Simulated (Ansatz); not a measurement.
**Ag: pressure against volume**

An exercise on one series of results from a longer session: the logs are not shown, and one member is left open.

Program: Ansatz 0.2.0. Level of theory: DFT PBEsol, scalar-relativistic. These are calculated values, not measurements.

## Starting point

The structure is cubic, space group Fm-3m (No. 225). The conventional cell has a = 4.086 Å, b = 4.086 Å, c = 4.086 Å, α = 90.00°, β = 90.00°, γ = 90.00°. Around Ag (site symmetry m-3m) lie 12 Ag at 2.89 Å.

As a file:

```cif
data_structure
_symmetry_space_group_name_H-M 'Fm-3m'
_symmetry_Int_Tables_number 225
_cell_length_a 4.0862
_cell_length_b 4.0862
_cell_length_c 4.0862
_cell_angle_alpha 90.000
_cell_angle_beta 90.000
_cell_angle_gamma 90.000
_cell_volume 68.23
loop_
_atom_site_label
_atom_site_type_symbol
_atom_site_symmetry_multiplicity
_atom_site_Wyckoff_symbol
_atom_site_fract_x
_atom_site_fract_y
_atom_site_fract_z
_atom_site_occupancy
Ag1 Ag 4 a 0.00000 0.00000 0.00000 1
```

The file gives the conventional cell by its symmetry; the runs use the cell typed in the input.

The first run:

input.yaml reads:

```yaml
crystal:
  lattice:
    - [0.0, 2.0154871556, 2.0154871556]
    - [2.0154871556, 0.0, 2.0154871556]
    - [2.0154871556, 2.0154871556, 0.0]
  atoms:
    - { symbol: Ag, position: [0.0, 0.0, 0.0] }
kpoints:
  mp_grid: { grid: [15, 15, 15] }
  band_path:
    path:
      - [0.0, 0.0, 0.0]
      - [0.5, 0.0, 0.5]
      - [0.625, 0.25, 0.625]
      - [0.375, 0.375, 0.75]
      - [0.0, 0.0, 0.0]
      - [0.5, 0.5, 0.5]
      - [0.5, 0.25, 0.75]
      - [0.5, 0.0, 0.5]
    npoints: 5
scf:
  occupations: { method: fermi_dirac, width: 0.03 }
hamiltonian:
  xc: pbesol
  pseudopotentials: { kind: all_electron, lapw: { basis_error: 0.0005 } }
output:
  forces: true
  stress: true
  eigenvalues: true
```

Run with:

```console
ansatz run input.yaml --threads 1 --pin off --max-ram 3072MiB --backend cpu --events-out ev --progress --plain --runs-dir out
```

Steps of the session up to this table: Volume × 0.96, LAPW; Volume × 0.96, PAW; Volume × 0.96, crystal datasets; Volume × 0.99, LAPW; Volume × 0.99, PAW; Volume × 0.99, crystal datasets; Volume × 1.02, LAPW; Volume × 1.02, PAW; Volume × 1.02, crystal datasets; Volume × 1.06, LAPW; Volume × 1.06, PAW; Volume × 1.06, crystal datasets.

One table of the session follows, with a row left open; its other results are not shown here.

It belongs to the step «The equation of state». 

| method | volume (Å³/atom) | pressure (GPa) |
| --- | --- | --- |
| LAPW | 16.375 | 1.96 |
| LAPW | 16.886 | -1.71 |
| LAPW | 17.398 | -4.71 |
| LAPW | 18.080 | -7.82 |
| PAW | 16.375 | 1.99 |
| PAW | 16.886 | -1.69 |
| PAW | 17.398 | -4.68 |
| PAW | 18.080 | -7.80 |
| crystal datasets | 16.375 | 1.96 |
| crystal datasets | 16.886 | -1.71 |
| crystal datasets | 17.398 | ? |
| crystal datasets | 18.080 | -7.82 |

**Question.** Estimate the row for crystal datasets, 17.398.

As computed: pressure (GPa): -4.70. In the column «pressure (GPa)» it lies between LAPW, 17.398 (-4.71) and PAW, 17.398 (-4.68).

To keep in mind: Warnings in the runs' records: gradients without spin orbit, crystal datasets made.
